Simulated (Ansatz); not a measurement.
# HfIn4SiO6 (C2) in Ansatz: notebook, part 3 of 3

Ansatz 0.2.0.

### Step 4. Electric field gradients, PBE

The input, input.yaml:

```yaml
crystal:
  lattice:
    - [2.71585, -4.70357, 0.00833]
    - [2.71585, 4.70357, 0.00833]
    - [-1.87915, 0.0, 7.40127]
  atoms:
    - { symbol: Hf, position: [0.78835, 0.21165, 0.0] }
    - { symbol: In, position: [0.62175, 0.37825, 0.5] }
    - { symbol: In, position: [0.45502, 0.54498, 0.0] }
    - { symbol: In, position: [0.28407, 0.71593, 0.5] }
    - { symbol: In, position: [0.95814, 0.04186, 0.5] }
    - { symbol: Si, position: [0.12168, 0.87832, 0.0] }
    - { symbol: O, position: [0.06219, 0.11415, 0.86666] }
    - { symbol: O, position: [0.88585, 0.93781, 0.13334] }
    - { symbol: O, position: [0.7949, 0.53784, 0.86663] }
    - { symbol: O, position: [0.46216, 0.2051, 0.13337] }
    - { symbol: O, position: [0.15352, 0.62879, 0.13333] }
    - { symbol: O, position: [0.37121, 0.84648, 0.86667] }
hamiltonian:
  xc: pbe
  pseudopotentials: { kind: paw, frozen_core: stored }
kpoints:
  mp_grid: { grid: [6, 6, 4] }
scf:
  occupations: { method: fermi_dirac, width: 0.05 }
output:
  forces: true
  stress: true
  eigenvalues: true
  efg: {}
```

Potentials or basis: Ansatz PAW.

Command:

```console
$ ansatz run input.yaml --threads 8 --pin off --max-ram 20480MiB --backend cpu --events-out ev --progress --plain --runs-dir out
```

Log:

```text
Warning: RAYON_NUM_THREADS=8 ignored (pool sized by the plan → 8); use --threads N
In, Hf: output.efg is read without spin–orbit coupling, which moves field gradients at and beside such atoms by some per cent and up to a factor of two; PAW files take it under magnetization.noncollinear and magnetization.spin_orbit
Engine: ansatz 0.2.0, aarch64-unknown-linux-gnu
Pseudopotentials: kind: paw
Pseudopotential: Hf, paw, valence charge 26, recommended cutoff 420 eV (normal), Hf.paw.azcp
Pseudopotential: In, paw, valence charge 13, recommended cutoff 420 eV (normal), In.paw.azcp
Pseudopotential: Si, paw, valence charge 4, recommended cutoff 420 eV (normal), Si.paw.azcp
Pseudopotential: O, paw, valence charge 6, recommended cutoff 420 eV (normal), O.paw.azcp
Functional definition: PBE
  parameter kappa = 0.804
  parameter beta = 0.06672455060314922
  exchange = pbe_x(kappa = kappa, mu = beta*pi^2/3)
  correlation = pbe_c(beta = beta)
[... 81 lines left out ...]
  atom   6  Si V_zz =    +0.886884   η = 0.0063   by run symmetry: allowed
            electrostatic potential = -1359.879634 V   contact ρ = none
  atom   7  O  V_zz =    -4.637501   η = 0.8436   by run symmetry: allowed
            electrostatic potential = -625.661685 V   contact ρ = none
  atom   8  O  V_zz =    -4.637501   η = 0.8436   by run symmetry: allowed
            electrostatic potential = -625.661685 V   contact ρ = none
  atom   9  O  V_zz =    -4.637495   η = 0.8447   by run symmetry: allowed
            electrostatic potential = -625.658534 V   contact ρ = none
  atom  10  O  V_zz =    -4.637495   η = 0.8447   by run symmetry: allowed
            electrostatic potential = -625.658534 V   contact ρ = none
  atom  11  O  V_zz =    -4.642178   η = 0.8403   by run symmetry: allowed
            electrostatic potential = -625.664281 V   contact ρ = none
  atom  12  O  V_zz =    -4.642178   η = 0.8403   by run symmetry: allowed
            electrostatic potential = -625.664281 V   contact ρ = none
--- Band table (eV; the first three rows and the last of 47) ---
  k-point 0: bands = ["-52.7549", "-21.5351", "-21.5350", "-21.5330", "-10.6352", "-9.1587", "-9.1537", "-8.4734", "-8.2856", "-8.2741", "-4.6661", "-4.6658", "-4.6514", "-4.4275", "-4.4212", "-3.9609", "-3.8023", "-3.7970", "-3.7641", "-3.7631", "-3.7493", "-3.7477", "-3.6472", "-3.6448", "-3.6310", "-3.6262", "-3.5848", "-3.5815", "-3.5613", "-3.5605", "-2.6351", "-2.6257", "-2.6254", "-2.5883", "-2.5880", "-2.5841", "-2.5704", "1.0666", "2.4380", "3.2465", "3.2488", "4.0340", "4.2088", "4.5901", "4.5998", "5.2286", "5.3212", "5.3352", "6.2304", "6.4631", "6.5866", "6.8095", "6.9030", "6.9465", "7.3147", "7.4124", "10.1554", "10.3562", "10.6705", "10.7998", "10.9729", "11.0100", "11.5145", "11.9038", "12.8612", "13.2056", "13.2365", "15.2413", "16.2460", "16.7239", "16.7428"]
  k-point 1: bands = ["-52.7549", "-21.5351", "-21.5350", "-21.5330", "-10.6327", "-9.1571", "-9.1554", "-8.4802", "-8.2803", "-8.2793", "-4.6660", "-4.6658", "-4.6495", "-4.4243", "-4.4243", "-3.9560", "-3.8023", "-3.7970", "-3.7637", "-3.7635", "-3.7491", "-3.7479", "-3.6474", "-3.6448", "-3.6306", "-3.6261", "-3.5848", "-3.5812", "-3.5615", "-3.5610", "-2.6351", "-2.6256", "-2.6255", "-2.5882", "-2.5881", "-2.5841", "-2.5704", "1.1098", "2.5264", "3.2461", "3.2496", "3.8025", "4.2214", "4.5951", "4.5958", "4.8343", "5.3261", "5.3280", "6.5213", "6.5219", "6.7571", "6.9216", "6.9294", "7.0089", "7.3621", "7.3670", "10.2546", "10.2559", "10.4143", "10.8145", "10.9400", "10.9780", "11.0305", "12.4866", "12.9879", "13.2184", "13.2220", "14.9580", "16.4091", "16.4233", "16.8405"]
  k-point 2: bands = ["-52.7549", "-21.5351", "-21.5350", "-21.5330", "-10.6302", "-9.1604", "-9.1520", "-8.4869", "-8.2845", "-8.2751", "-4.6663", "-4.6655", "-4.6476", "-4.4273", "-4.4211", "-3.9510", "-3.8024", "-3.7970", "-3.7641", "-3.7631", "-3.7488", "-3.7482", "-3.6476", "-3.6449", "-3.6302", "-3.6261", "-3.5875", "-3.5782", "-3.5616", "-3.5614", "-2.6351", "-2.6256", "-2.6255", "-2.5883", "-2.5879", "-2.5842", "-2.5704", "1.1541", "2.6746", "3.2457", "3.2502", "3.4791", "4.2277", "4.5913", "4.6001", "4.6762", "5.3181", "5.3346", "6.4626", "6.5866", "6.7850", "6.8964", "6.9521", "7.3105", "7.4146", "7.6054", "9.9156", "10.1649", "10.3557", "10.8253", "10.8673", "10.9656", "11.0100", "12.6584", "13.2027", "13.2376", "13.2852", "14.6349", "16.2385", "16.7136", "16.9225"]
  k-point 46: bands = ["-52.7549", "-21.5427", "-21.5364", "-21.5325", "-10.1622", "-9.3767", "-8.9540", "-8.6809", "-8.6583", "-8.3152", "-4.6760", "-4.6627", "-4.6393", "-4.4218", "-4.4056", "-4.0461", "-3.8558", "-3.8452", "-3.8386", "-3.8021", "-3.7748", "-3.7352", "-3.7236", "-3.6227", "-3.6224", "-3.6062", "-3.5338", "-3.5224", "-3.4834", "-3.3338", "-2.6359", "-2.6278", "-2.6262", "-2.6063", "-2.5941", "-2.5769", "-2.5559", "1.5612", "2.9675", "3.1713", "3.5238", "3.8279", "4.0301", "4.5553", "4.6136", "5.0526", "5.3154", "5.3527", "5.9415", "6.0174", "6.3686", "6.4113", "6.5967", "7.1423", "7.3881", "7.6498", "7.8949", "8.7486", "9.0732", "11.8859", "12.4219", "12.9907", "13.1199", "13.2477", "13.8843", "15.1027", "15.4458", "15.5392", "15.8247", "16.1500", "16.4017"]
```

Wall time 9 s (8 threads of Arm Neoverse V2, shared host); peak memory 1 GiB.

Results:

```yaml
Free_energy: -42159.1581 eV
Pressure: 0.0 GPa
Largest_force: 0.013 eV/Å
Band_gap_on_the_k_mesh: none (metal or under the smearing width)
```

Forces on the atoms (eV/Å):
```
Hf   0.000  0.008  0.000
In   0.000  0.005  0.000
In   0.000  0.001  0.000
In   0.000 -0.005  0.000
In   0.000  0.000  0.000
Si   0.000  0.004  0.000
O    0.003 -0.003 -0.007
O   -0.003 -0.003  0.007
O    0.002 -0.002 -0.009
O   -0.002 -0.002  0.009
O    0.008 -0.001  0.010
O   -0.008 -0.001 -0.010
```

Stress tensor (GPa, compression positive):
```
 0.14  0.00  0.01
 0.00  0.07  0.00
 0.01  0.00 -0.12
```

Levels at points of the mesh, in eV from the Fermi level:
```csv
k point,band 56,band 57,band 58,band 59,band 60,band 61,band 62,band 63
"(0.00, 0.00, 0.00)",-3.60,-0.86,-0.66,-0.35,-0.22,-0.04,-0.01,0.50
"(0.00, 0.00, -0.50)",-3.41,-1.10,-0.85,-0.66,-0.19,-0.15,-0.05,-0.01
"(0.00, -0.50, 0.00)",-3.62,-3.39,-2.27,-1.97,1.14,1.52,1.89,2.00
"(0.00, -0.50, -0.50)",-3.46,-3.21,-2.18,-1.77,0.95,1.37,1.94,2.04
"(-0.50, -0.50, 0.00)",-3.67,-3.53,-2.19,-1.78,1.23,1.61,1.66,2.04
"(-0.50, -0.50, -0.50)",-3.37,-3.12,-2.27,-1.94,0.87,1.40,1.97,2.10
```

Caveat: the pressure holds a Pulay correction of +0.4 GPa for the finite cutoff. The run has no spin-orbit coupling, so splittings on Hf are missing.

### Step 5. Projected density of states, PBE+U

Changes to input.yaml since step 4:

```diff
@@ -20,3 +20,4 @@
   xc: pbe
-  pseudopotentials: { kind: paw, frozen_core: stored }
+  pseudopotentials: { kind: paw }
+  hubbard: { sites: [{ species: Hf, l: d, u_eff: 2.0 }] }
 kpoints:
@@ -25,2 +26,3 @@
   occupations: { method: fermi_dirac, width: 0.05 }
+  n_extra_bands: 30
 output:
@@ -29,2 +31,2 @@
   eigenvalues: true
-  efg: {}
+  dos: { projected: true, de: 0.05, nscf_kmesh: { grid: [9, 9, 6] } }
```

Command:

```console
$ ansatz run input.yaml --threads 8 --pin off --max-ram 20480MiB --backend cpu --events-out ev --progress --plain --runs-dir out
```

Wall time 75 s (8 threads of Arm Neoverse V1, shared host); peak memory 2.8 GiB.

Results (log left out):

* Free energy: -42157.5556 eV
* Pressure: 0.5 GPa
* Largest force: 0.096 eV/Å
* Band gap on the k mesh: none (metal or under the smearing width)
* Density of states at the Fermi level: 1.75 states/eV per cell

Forces on the atoms (eV/Å):
```
Hf   0.000  0.010  0.000
In   0.000  0.014  0.000
In   0.000  0.001  0.000
In   0.000 -0.004  0.000
In   0.000 -0.011  0.000
Si   0.000  0.005  0.000
O    0.054 -0.068 -0.030
O   -0.054 -0.068  0.030
O    0.033  0.074 -0.032
O   -0.033  0.074  0.032
O    0.089 -0.014  0.034
O   -0.089 -0.014 -0.034
```

Stress tensor (GPa, compression positive):
```
0.70 0.00 0.01
0.00 0.63 0.00
0.01 0.00 0.13
```

Levels at points of the mesh, in eV from the Fermi level:
```
              k point  band 56  band 57  band 58  band 59  band 60  band 61  band 62  band 63
   (0.00, 0.00, 0.00)    -3.63    -0.87    -0.67    -0.31    -0.23    -0.05    -0.02     0.49
  (0.00, 0.00, -0.50)    -3.43    -1.11    -0.86    -0.67    -0.18    -0.16    -0.05    -0.02
  (0.00, -0.50, 0.00)    -3.64    -3.42    -2.27    -1.98     1.24     1.59     2.13     2.14
 (0.00, -0.50, -0.50)    -3.47    -3.23    -2.18    -1.78     1.03     1.47     2.14     2.25
 (-0.50, -0.50, 0.00)    -3.69    -3.55    -2.20    -1.78     1.37     1.64     1.93     2.12
(-0.50, -0.50, -0.50)    -3.38    -3.14    -2.27    -1.95     0.93     1.49     2.19     2.40
```

States per cell in windows of 1 eV (zero at the Fermi level; states under -8 eV left out):
```csv
from (eV),total,O 2p,In 5p,Hf 5d,In 5s,O 2s,Si 3p
-8.0,7.68,4.79,0.69,0.42,0.72,0.22,0.68
-7.0,5.09,3.45,0.55,0.20,0.44,0.15,0.08
-6.0,8.12,6.14,0.67,0.44,0.53,0.08,0.06
-5.0,8.86,7.28,0.61,0.17,0.52,0.05,0.02
-4.0,6.37,5.14,0.60,0.10,0.33,0.03,0.01
-3.0,1.42,0.34,0.74,0.01,0.29,0.01,0.00
-2.0,1.13,0.14,0.39,0.01,0.55,0.02,0.00
-1.0,1.32,0.10,0.68,0.03,0.42,0.05,0.00
0.0,2.38,0.25,1.08,0.16,0.65,0.13,0.02
1.0,4.44,0.52,1.31,1.45,0.74,0.12,0.03
2.0,6.75,0.91,1.79,2.96,0.61,0.10,0.07
3.0,3.36,0.17,2.16,0.26,0.34,0.14,0.05
4.0,3.75,0.21,2.27,0.37,0.18,0.23,0.14
5.0,5.73,0.83,2.10,0.88,0.28,0.30,0.14
6.0,6.42,0.75,2.14,1.12,0.15,0.16,0.09
7.0,4.90,0.30,1.92,0.30,0.14,0.07,0.15
```

Eigenvalues of the final occupation matrices:
```csv
site,spin,trace,eigenvalues
site 1,1,1.01,0.15 0.15 0.15 0.28 0.28
```

Caveat: the pressure holds a Pulay correction of +0.4 GPa for the finite cutoff; U without spin polarisation on a metal has little footing. Spin-orbit coupling is left out, which matters for the levels of Hf.

### Step 6. Overview

| task | level | U | points for each segment of the path | hubbard projectors | double counting | gap on the mesh (eV) | pressure (GPa) | largest force (eV/Å) |
| --- | --- | --- | --- | --- | --- | --- | --- | --- |
| band structure | PBE | - | 10 | - | - | none | 0.0 | 0.01 |
| projected density of states | PBE | - | - | - | - | none | 0.0 | 0.01 |
| electric field gradients | PBE | - | - | - | - | none | 0.0 | 0.01 |
| projected density of states | PBE+U | Hf d U = 2 eV | - | ortho-atomic (the default) | fll (the default) | none | 0.5 | 0.10 |

Alike in all rows: potentials or basis Ansatz PAW; no spin polarisation; cell as given; k mesh 6 × 6 × 4; cutoff (eV) 420; smearing fermi-dirac 0.05 eV.

Every run on the cell as given and a fine mesh finds a metal. The pressure there spans 0.0 GPa (PBE) to 0.5 GPa (PBE+U); a positive pressure means that this level wants a larger cell, a negative one a smaller.

Caveats: spin-orbit coupling is left out, which moves the levels of the heavy elements (some runs); U without spin polarisation on a metal has little footing (some runs).

Absolute energies hang on the potentials; compare differences alone.
